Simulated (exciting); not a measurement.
Input of an exciting (release sodium) run:

The input input.xml:

```xml
<input>
  <title>NbCu</title>
  <structure speciespath="./" tshift="false">
    <crystal scale="1.88972612463">
      <basevect>0.000000000000 2.562210000000 2.562210000000</basevect>
      <basevect>2.562210000000 0.000000000000 2.562210000000</basevect>
      <basevect>2.562210000000 2.562210000000 0.000000000000</basevect>
    </crystal>
    <species speciesfile="Nb.xml" rmt="2.3">
      <atom coord="0.000000000000 0.000000000000 0.000000000000"/>
    </species>
    <species speciesfile="Cu.xml" rmt="2">
      <atom coord="0.500000000000 0.500000000000 0.500000000000"/>
    </species>
  </structure>
  <groundstate do="fromscratch" ngridk="7 7 7" rgkmax="8" gmaxvr="14" lmaxapw="10" lmaxmat="10" lmaxvr="8" xctype="GGA_PBE" stype="Methfessel-Paxton 1" swidth="0.00036749" nempty="54" ValenceRelativity="iora*" epsengy="1e-05" epspot="1e-05" maxscl="60" outputlevel="normal" radialgridtype="expocubic" fracinr="0.01">
    <spin spinorb="true"/>
  </groundstate>
  <properties>
    <bandstructure>
      <plot1d>
        <path steps="60">
          <point coord="0 0 0" label="G"/>
          <point coord="0.5 0 0.5" label="X"/>
          <point coord="0.5 0.25 0.75" label="W"/>
          <point coord="0.375 0.375 0.75" label="K"/>
          <point coord="0 0 0" label="G"/>
          <point coord="0.5 0.5 0.5" label="L"/>
          <point coord="0.625 0.25 0.625" label="U"/>
          <point coord="0.5 0.25 0.75" label="W"/>
          <point coord="0.5 0.5 0.5" label="L"/>
          <point coord="0.375 0.375 0.75" label="K" breakafter="true"/>
          <point coord="0.625 0.25 0.625" label="U"/>
          <point coord="0.5 0 0.5" label="X"/>
        </path>
      </plot1d>
    </bandstructure>
    <DFTD2/>
  </properties>
</input>
```

Potentials or basis: all-electron LAPW+lo, shipped species files, valence relativity iora*.

Command:

```bash
$ OMP_NUM_THREADS=1 exciting_smp
```

Q: Estimate the dispersion energy per atom.

A: -0.566 eV.

Q: Predict the band gap on the k mesh.

A: None (metal or under the smearing width).

Levels at the corners of the path, in eV from the Fermi level:
| point | band 27 | band 28 | band 29 | band 30 | band 31 | band 32 | band 33 | band 34 |
| --- | --- | --- | --- | --- | --- | --- | --- | --- |
| Γ | 1.08 | 1.08 | 1.08 | 1.08 | 1.21 | 1.21 | 2.50 | 2.50 |
| X | -0.31 | -0.31 | 0.25 | 0.25 | 2.50 | 2.50 | 2.59 | 2.59 |
| W | -0.43 | -0.43 | -0.39 | -0.39 | -0.26 | -0.26 | 2.54 | 2.54 |
| K | -0.59 | -0.59 | -0.51 | -0.51 | 0.85 | 0.85 | 2.21 | 2.21 |
| Γ | 1.08 | 1.08 | 1.08 | 1.08 | 1.21 | 1.21 | 2.50 | 2.50 |
| L | -1.56 | -1.56 | -0.86 | -0.86 | -0.81 | -0.81 | 2.01 | 2.01 |
| U | -0.59 | -0.59 | -0.51 | -0.51 | 0.85 | 0.85 | 2.21 | 2.21 |
| W | -0.43 | -0.43 | -0.39 | -0.39 | -0.26 | -0.26 | 2.54 | 2.54 |
| L | -1.56 | -1.56 | -0.86 | -0.86 | -0.81 | -0.81 | 2.01 | 2.01 |
| K | -0.59 | -0.59 | -0.51 | -0.51 | 0.85 | 0.85 | 2.21 | 2.21 |
| U | -0.59 | -0.59 | -0.51 | -0.51 | 0.85 | 0.85 | 2.21 | 2.21 |
| X | -0.31 | -0.31 | 0.25 | 0.25 | 2.50 | 2.50 | 2.59 | 2.59 |

Caveat: total energies with spin-orbit coupling aren't reliable in this program, so none is listed and the log's shouldn't be used; the dispersion energy is computed afterwards and isn't part of the total energy.
